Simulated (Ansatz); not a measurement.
Crystal: Ba2Tl5V3O12.

```
CELL_PARAMETERS angstrom
6.65272 0.04946 0.02017
2.86070 8.36464 0.00384
2.68279 2.46936 9.19569
ATOMIC_POSITIONS crystal
Ba 0.80419 0.04665 0.02264
Ba 0.21205 0.95157 0.34012
V 0.74540 0.70796 0.33582
V 0.25963 0.26599 0.03225
V 0.04074 0.07695 0.66106
Tl 0.25636 0.39847 0.35003
Tl 0.58966 0.34866 0.60553
Tl 0.57327 0.88069 0.66842
Tl 0.74552 0.49664 0.11648
Tl 0.11891 0.64206 0.74303
O 0.28433 0.09717 0.54175
O 0.85350 0.49575 0.34386
O 0.40255 0.20448 0.17282
O 0.88414 0.05377 0.55967
O 0.14017 0.47956 0.98899
O 0.54627 0.73631 0.48712
O 0.90594 0.24279 0.73262
O 0.61543 0.80058 0.18857
O 0.05538 0.16451 0.10164
O 0.08209 0.90404 0.80708
O 0.44178 0.20123 0.89187
O 0.94269 0.80417 0.30862
```

The cell was built by a generator and needn't be a form met in nature.

Base run:

| Item | Value |
| --- | --- |
| Program | Ansatz 0.2.0 |
| Functional | RPBE |
| Potentials or basis | all-electron LAPW, scalar-relativistic |
| Cutoff | 492 eV |
| Density cutoff | 1969 eV |
| Basis error allowed | 0.003 eV/atom |
| k mesh | 4 × 3 × 2 |
| Occupations | fermi-dirac, width 0.05 eV |
| Spin | collinear spin, ferromagnetic start |
| Starting moments | [0.0, 0.0, 2.0, 2.0, 2.0, 0.0, 0.0, 0.0, 0.0, 0.0, 0.0, 0.0, 0.0, 0.0, 0.0, 0.0, 0.0, 0.0, 0.0, 0.0, 0.0, 0.0] μB |

Its results: band gap on the k mesh 2.99 eV, indirect (least direct gap 3.11 eV); pressure 2.1 GPa; net moment 0.00 μB per cell; largest force 0.234 eV/Å.

Task: After a change of settings the same cell gave: band gap on the k mesh 2.81 eV, indirect (least direct gap 2.94 eV); pressure -4.8 GPa; net moment 0.00 μB per cell; largest force 0.732 eV/Å. Which change was it?
A. functional from RPBE to PBE; hubbard terms from none to V d U = 3 eV
B. functional from RPBE to PBE
C. functional from RPBE to LDA
D. functional from RPBE to revPBE

Result: C.

LDA binds more tightly than RPBE, so the same cell stands under less pressure.

Caveats: spin-orbit coupling is left out, which as a rule narrows the gap of such compounds by several tenths of an eV.

Not every run made on this cell is shown here.
